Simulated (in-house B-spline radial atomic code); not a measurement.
# Lu⁴³⁺: excited configurations in jj coupling

Aim: the energies of several excited configurations of Lu⁴³⁺ above a reference configuration, each from its own self-consistent run.

Program: in-house B-spline radial atomic code version 1. Level of theory: Dirac-Hartree-Fock, average of configuration, Fermi nucleus, basis-set limit. These are calculated values, not measurements, unless marked.

### 1 Starting point

| Item | Value |
| --- | --- |
| element | lutetium (Z = 71) |
| charge | +43 |
| electrons | 28 |
| configuration | 1s2 2s2 2p6 3s2 3p6 3d10 |
| Hamiltonian | Dirac-Coulomb |
| nucleus | Fermi, rms radius 5.370 fm |

Settings, as recorded:

```ini
Z = 71
electrons = 28.0
configuration = 1s2 2s2 2p6 3s2 3p6 3d10
hamiltonian = dirac
method = hf
spin_polarised = False
nucleus = fermi
rms_radius = 5.37
mass_number = 175
atomic_mass = 174.940777211
speed_of_light = 137.035999084
```

From the earlier run of the reference: total energy -13339.377451 hartree. Levels, eight at most:

```
orbital  occupation  energy (eV)  <r> (bohr)
  2s1/2           2     -13035.4     0.08100
  2p1/2           2     -12521.9     0.06732
  2p3/2           4     -11396.2     0.07484
  3s1/2           2     -4493.08      0.2077
  3p1/2           2     -4270.48      0.1975
  3p3/2           4     -4015.49      0.2102
  3d3/2           4     -3652.53      0.1840
  3d5/2           6     -3596.75      0.1880
```

### 2 1s2 2s2 2p6 3s2 3p-1 3p+4 3d10 6s1

In configurations, a minus sign after the shell means j = l − 1/2 and a plus sign j = l + 1/2; the count of electrons follows.

Settings, as recorded:

```ini
Z = 71
electrons = 28.0
configuration = 1s2 2s2 2p6 3s2 3p-1 3p+4 3d10 6s1
hamiltonian = dirac
method = hf
spin_polarised = False
nucleus = fermi
rms_radius = 5.37
mass_number = 175
atomic_mass = 174.940777211
speed_of_light = 137.035999084
```

### 3 Configuration 1s2 2s2 2p6 3s2 3p6 3d-4 3d+5 4p+1

The settings differ from step 2 so:

```diff
@@ -2,3 +2,3 @@
 electrons = 28.0
-configuration = 1s2 2s2 2p6 3s2 3p-1 3p+4 3d10 6s1
+configuration = 1s2 2s2 2p6 3s2 3p6 3d-4 3d+5 4p+1
 hamiltonian = dirac
```

### 4 1s2 2s2 2p6 3s2 3p6 3d-4 3d+5 7s1

The settings differ from step 3 so:

```diff
@@ -2,3 +2,3 @@
 electrons = 28.0
-configuration = 1s2 2s2 2p6 3s2 3p6 3d-4 3d+5 4p+1
+configuration = 1s2 2s2 2p6 3s2 3p6 3d-4 3d+5 7s1
 hamiltonian = dirac
```

### 5 Configuration 1s2 2s2 2p6 3s2 3p-2 3p+3 3d10 6p+1

The settings differ from step 4 so:

```diff
@@ -2,3 +2,3 @@
 electrons = 28.0
-configuration = 1s2 2s2 2p6 3s2 3p6 3d-4 3d+5 7s1
+configuration = 1s2 2s2 2p6 3s2 3p-2 3p+3 3d10 6p+1
 hamiltonian = dirac
```

### 6 1s2 2s2 2p6 3s2 3p6 3d-3 3d+6 5p-1

The settings differ from step 5 so:

```diff
@@ -2,3 +2,3 @@
 electrons = 28.0
-configuration = 1s2 2s2 2p6 3s2 3p-2 3p+3 3d10 6p+1
+configuration = 1s2 2s2 2p6 3s2 3p6 3d-3 3d+6 5p-1
 hamiltonian = dirac
```

How far above the reference does each configuration lie (order and size, in eV)?

As calculated:

| net move | configuration | energy above the reference (eV) | with Breit, QED, recoil (eV) | largest <r> (bohr) |
| --- | --- | --- | --- | --- |
| 3d5/2 → 4p3/2 | 1s2 2s2 2p6 3s2 3p6 3d-4 3d+5 4p+1 | 1567.97 | 1567.18 | 0.426 |
| 3d3/2 → 5p1/2 | 1s2 2s2 2p6 3s2 3p6 3d-3 3d+6 5p-1 | 2372.96 | 2370.70 | 0.685 |
| 3d5/2 → 7s | 1s2 2s2 2p6 3s2 3p6 3d-4 3d+5 7s1 | 2964.15 | 2962.13 | 1.43 |
| 3p3/2 → 6p3/2 | 1s2 2s2 2p6 3s2 3p-2 3p+3 3d10 6p+1 | 3179.36 | 3174.78 | 1.06 |
| 3p1/2 → 6s | 1s2 2s2 2p6 3s2 3p-1 3p+4 3d10 6s1 | 3387.38 | 3380.33 | 1.02 |

**Reading.** The energies run from 1567.97 eV (3d5/2 → 4p3/2) to 3387.38 eV (3p1/2 → 6s). Two partly filled shells share a symmetry and can mix in the average, which may lower the energy, for: 3p3/2 → 6p3/2. These are averages over configurations, without correlation, not spectroscopic levels.
